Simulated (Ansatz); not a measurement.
**CH10N2Si2: geometry optimisation**

What shape does CH10N2Si2 take? The plan is to relax it.

The runs use Ansatz 0.2.0, Gaussian basis; RKS PBE0-D4/def2-TZVP.

The runs, in order: relaxation at PBE0-D4/def2-TZVP.

1 further run of the same task is left out (set aside as unsound or not needed).

**1. Where the work starts**

SMILES `C[SiH](N)[SiH2]N`, 15 atoms, charge 0, spin multiplicity 1.

Atoms are counted from 1 here; the program's logs count them from 0.

Bond lengths: C1–Si2 1.901 Å, C1–H6 1.086 Å, C1–H7 1.087 Å, C1–H8 1.086 Å, Si2–N3 1.733 Å, Si2–Si4 2.301 Å, Si2–H9 1.485 Å, N3–H10 1.007 Å, N3–H11 1.008 Å, Si4–N5 1.729 Å, Si4–H12 1.480 Å, Si4–H13 1.469 Å, N5–H14 1.008 Å, N5–H15 1.008 Å. Angles: Si2–C1–H6 110.7°, Si2–C1–H7 111.7°, Si2–C1–H8 111.6°, H6–C1–H7 107.4°, H6–C1–H8 107.6°, H7–C1–H8 107.5°, C1–Si2–N3 104.3°, C1–Si2–Si4 113.7°, C1–Si2–H9 105.4°, N3–Si2–Si4 108.2°, N3–Si2–H9 112.7°, Si4–Si2–H9 112.3°, Si2–N3–H10 117.9°, Si2–N3–H11 119.0°, H10–N3–H11 109.4°, Si2–Si4–N5 107.2°, Si2–Si4–H12 113.4°, Si2–Si4–H13 115.0° and more.

As a file:

```xyz
15

C    -0.40621    1.95244   -1.02639
Si    0.23223    0.78857    0.33388
N     1.77081    0.24773   -0.25289
Si   -1.09778   -1.05902    0.66898
N    -0.07072   -2.44842    0.59532
H    -1.39572    2.32485   -0.77983
H     0.24316    2.81448   -1.15570
H    -0.47461    1.44744   -1.98565
H     0.34672    1.62948    1.55199
H     2.26306   -0.44701    0.28567
H     2.42748    0.92812   -0.60348
H    -2.24986   -1.13010   -0.25702
H    -1.68395   -1.16711    2.01118
H     0.55936   -2.52803   -0.18691
H    -0.46396   -3.35342    0.80083
```

The start is a GFN2-xTB geometry.

**2. Optimising with PBE0-D4/def2-TZVP**

File in.yaml:

```yaml
crystal:
  periodic: [false, false, false]
  atoms:
    - {symbol: C, position_ang: [-0.406210, 1.952440, -1.026390]}
    - {symbol: Si, position_ang: [0.232230, 0.788570, 0.333880]}
    - {symbol: N, position_ang: [1.770810, 0.247730, -0.252890]}
    - {symbol: Si, position_ang: [-1.097780, -1.059020, 0.668980]}
    - {symbol: N, position_ang: [-0.070720, -2.448420, 0.595320]}
    - {symbol: H, position_ang: [-1.395720, 2.324850, -0.779830]}
    - {symbol: H, position_ang: [0.243160, 2.814480, -1.155700]}
    - {symbol: H, position_ang: [-0.474610, 1.447440, -1.985650]}
    - {symbol: H, position_ang: [0.346720, 1.629480, 1.551990]}
    - {symbol: H, position_ang: [2.263060, -0.447010, 0.285670]}
    - {symbol: H, position_ang: [2.427480, 0.928120, -0.603480]}
    - {symbol: H, position_ang: [-2.249860, -1.130100, -0.257020]}
    - {symbol: H, position_ang: [-1.683950, -1.167110, 2.011180]}
    - {symbol: H, position_ang: [0.559360, -2.528030, -0.186910]}
    - {symbol: H, position_ang: [-0.463960, -3.353420, 0.800830]}
basis:
  gaussian: {orbitals: def2-TZVP}
hamiltonian: {xc: pbe0, dispersion: d4}
relax: {f_tol: 0.005, max_steps: 150}
```

Started as:

```bash
$ ansatz run in.yaml --threads 2 --pin off --events-out ev --progress --plain --max-ram 22528MiB --backend cuda --devices 0, --max-vram 18GiB
```

Before running them: what should the planned runs give, taken together? Wanted: point group; shift from the start; total energy; dispersion term; dipole moment.

The runs gave:

| quantity | value |
| --- | --- |
| point group | C1 |
| steps | 14 |
| shift from the start (rms) | 0.249 Å |
| total energy | -19928.0264 eV |
| dispersion term | -295 meV |
| dipole moment | 1.52 D |

The atoms moved 0.25 Å (rms) from the start; the bond that changed most is Si2–Si4, from 2.301 to 2.353 Å. No vibrations were run, so it is not proven to be a minimum. The largest Mulliken charge, -0.64 e, sits on N3.
